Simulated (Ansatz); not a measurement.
LiBe (distorted cell), a check of forces and pressure against finite differences

Program: Ansatz's Python interface.

Typed at the interpreter:
```pycon
>>> import ansatz as az
>>> import numpy as np
>>> VECTORS = np.array([
...     [2.80804, 0.02159, 0.00696],
...     [0.02159, 2.80129, 0.00898],
...     [0.00696, 0.00898, 2.80327],
... ])
>>> SITES = [
...     ("Li", (0.02485, 0.03291, 0.03548)),
...     ("Be", (0.48461, 0.49538, 0.5326)),
... ]
>>> def make_crystal(cell):
...     crystal = az.Crystal(lattice=az.Lattice.of(cell))
...     for symbol, position in SITES:
...         crystal = crystal.atom(symbol, position)
...     return crystal
...
>>> def solve(crystal):
...     return (
...         crystal.calculation()
...         .functional("r2scan")
...         .occupations("fermi_dirac", width=0.1)
...         .basis(650, xc_grid=2)
...         .kpoints(7, 7, 7)
...         .scf(tolerance=1e-09)
...         .forces()
...         .stress()
...         .run(threads=1)
...     ).report
...
>>> centre = solve(make_crystal(VECTORS))
DeckWarning: output.stress: scf.convergence.dr2_threshold = 1e-9 eV is looser than the 2e-10 eV advised for a printed stress (1e-10 eV for each atom of the cell: 2). What an SCF threshold leaves in a stress goes as its square root, and in the free energy as the threshold itself, and one threshold admits the most on a small cell: of the crystals measured, under no hybrid functional and no lock of [...]
>>> start = make_crystal(VECTORS)
>>> # move one atom both ways along a Cartesian axis
>>> print(f"force on atom 1 along x: analytic {centre['forces_ev_ang'][1][0]:.4f} eV/A")
force on atom 1 along x: analytic 0.5238 eV/A
>>> for h in (0.005, 0.02):
...     shift = np.eye(3)[0] * h @ np.linalg.inv(VECTORS)
...     plus, minus = (solve(start.move(1, to=np.array(SITES[1][1]) + sign * shift))["lagrangian_ev"] for sign in (1, -1))
...     print(f"  step {h} A: numerical {-(plus - minus) / (2 * h):.4f} eV/A")
...
  step 0.005 A: numerical 0.5238 eV/A
  step 0.02 A: numerical 0.5236 eV/A
>>> # P = -dF/dV; the difference feels the change of the plane-wave count with the cell
>>> volume = abs(np.linalg.det(VECTORS))
>>> larger, smaller = (solve(make_crystal(VECTORS * (1 + sign * 0.005) ** (1 / 3)))["lagrangian_ev"] for sign in (1, -1))
>>> numerical = -(larger - smaller) / (0.01 * volume) * 160.21766
>>> print(f"pressure: analytic {np.trace(centre['stress_gpa']) / 3:.3f}, numerical {numerical:.3f} GPa")
pressure: analytic 1.439, numerical 1.439 GPa
```

Reading the output:
- For a metal this k-point mesh is coarse: on a finer one energies can move by several to tens of meV an atom and pressures by half a GPa or more, differences at one mesh by less.
- Pressure is positive in compression.
- The cell is a database structure, distorted on purpose.
- Warnings are shown shortened and without file and line.
- The central difference errs as the square of the step, so the shorter step is the fairer test; what remains comes from the finite grid and the SCF threshold.
- The whole script took 50 s on 1 thread of Arm Neoverse V2, on a shared host, peak memory 0.44 GiB.
